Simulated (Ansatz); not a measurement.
Task: relaxations under a series of pressures of ScIr3, space group Pm-3m, with Ansatz 0.2.0 through its Python package. Give the script and its output. Level of theory (first run): PBEsol, PAW, cutoff 463 eV, 7×7×7 k-points, Methfessel-Paxton smearing of 0.15 eV.

```
CELL_PARAMETERS angstrom
3.92767 0.00000 0.00000
0.00000 3.92767 0.00000
0.00000 0.00000 3.92767
ATOMIC_POSITIONS crystal
Sc 0.00000 0.00000 0.00000
Ir 0.00000 0.50000 0.50000
Ir 0.50000 0.50000 0.00000
Ir 0.50000 0.00000 0.50000
```

The script, `scir3_compress.py`:
```python
'''Cell of ScIr3 under pressure.'''

import warnings

import ansatz as az
from ase import Atoms
import numpy as np

FUNCTIONAL = 'pbesol'
KGRID = (7, 7, 7)
OCCUPATIONS = 'methfessel_paxton'
WIDTH_EV = 0.15

def edges_and_angles(cell):
    cell = np.asarray(cell)
    a, b, c = np.linalg.norm(cell, axis=1)
    cosines = cell[1] @ cell[2] / (b * c), cell[0] @ cell[2] / (a * c), cell[0] @ cell[1] / (a * b)
    return (a, b, c, *np.degrees(np.arccos(cosines)))

warnings.simplefilter('ignore', az.DeckWarning)

atoms = Atoms(
    ['Sc', 'Ir', 'Ir', 'Ir'],
    scaled_positions=[
        (0.0, 0.0, 0.0),
        (0.0, 0.5, 0.5),
        (0.5, 0.5, 0.0),
        (0.5, 0.0, 0.5),
    ],
    cell=[
        (3.92767, 0.0, 0.0),
        (0.0, 3.92767, 0.0),
        (0.0, 0.0, 3.92767),
    ],
    pbc=True,
)
xtal = az.Crystal.from_ase(atoms)

base = (
    xtal.calculation()
    .functional(FUNCTIONAL)
    .basis(34 * az.Ry)
    .kpoints(*KGRID)
    .occupations(OCCUPATIONS, width=WIDTH_EV)
)

# H = F + PV, with 1 GPa A^3 = 1/160.21766 eV
rows = []
for pressure in [0, 10, 20, 30, 40]:
    result = base.relax(cell=True, pressure=pressure, force_tolerance=0.01, max_steps=100).run(threads=1)
    cell = result.lattice.cell_ang
    n_atoms = len(result.lattice.sites)
    volume = abs(np.linalg.det(cell)) / n_atoms
    enthalpy = result.report['free_energy_ev'] / n_atoms + pressure * volume / 160.21766
    rows.append((pressure, volume, enthalpy, *edges_and_angles(cell)))
    print(f'{pressure} GPa done: {volume:.4f} A^3/atom')

print(' P (GPa)  V (A^3/atom)  H (eV/atom)     a       b       c')
for row in rows:
    print('{:8.1f} {:12.4f} {:14.5f} {:7.4f} {:7.4f} {:7.4f}'.format(*row[:6]))
p, v = np.array([row[0] for row in rows], float), np.array([row[1] for row in rows])
print('mean bulk modulus between rows (GPa):', np.round(-np.diff(p) / np.diff(np.log(v)), 1))
```

```console
$ python scir3_compress.py
0 GPa done: 14.7883 A^3/atom
10 GPa done: 14.2965 A^3/atom
20 GPa done: 13.8828 A^3/atom
30 GPa done: 13.5259 A^3/atom
40 GPa done: 13.2112 A^3/atom
 P (GPa)  V (A^3/atom)  H (eV/atom)     a       b       c
     0.0      14.7883    -9377.71280  3.8964  3.8964  3.8964
    10.0      14.2965    -9376.80559  3.8527  3.8527  3.8527
    20.0      13.8828    -9375.92655  3.8152  3.8152  3.8152
    30.0      13.5259    -9375.07151  3.7822  3.7822  3.7822
    40.0      13.2112    -9374.23733  3.7526  3.7526  3.7526
mean bulk modulus between rows (GPa): [295.7 340.6 383.9 424.8]
```

The volume falls from 14.79 Å³ an atom at 0 GPa to 13.21 at 40 GPa, by 10.7 %. Between 0 and 10 GPa, -V dP/dV is about 296 GPa, a mean over that step.

Notes:
- Absolute energies stand on the zero of these potentials, so only differences at equal settings mean something.
- At a fixed pressure a relaxation lowers the enthalpy F + PV, while F alone can rise.
- The mesh is modest for a metal, so energies can be off by several to tens of meV an atom and pressures by half a GPa or more; differences at equal mesh fare better.
- Spin-orbit coupling, which matters for elements this heavy, is left out.
- The structure comes from a database of computed cells and needn't be a stable or known phase.
- Symmetry holds the cell in this phase, whether or not it is the stable one at each pressure.
- Hardware and time: 56 s on 1 thread of Arm Neoverse V2 (shared host), peak memory 0.46 GiB.
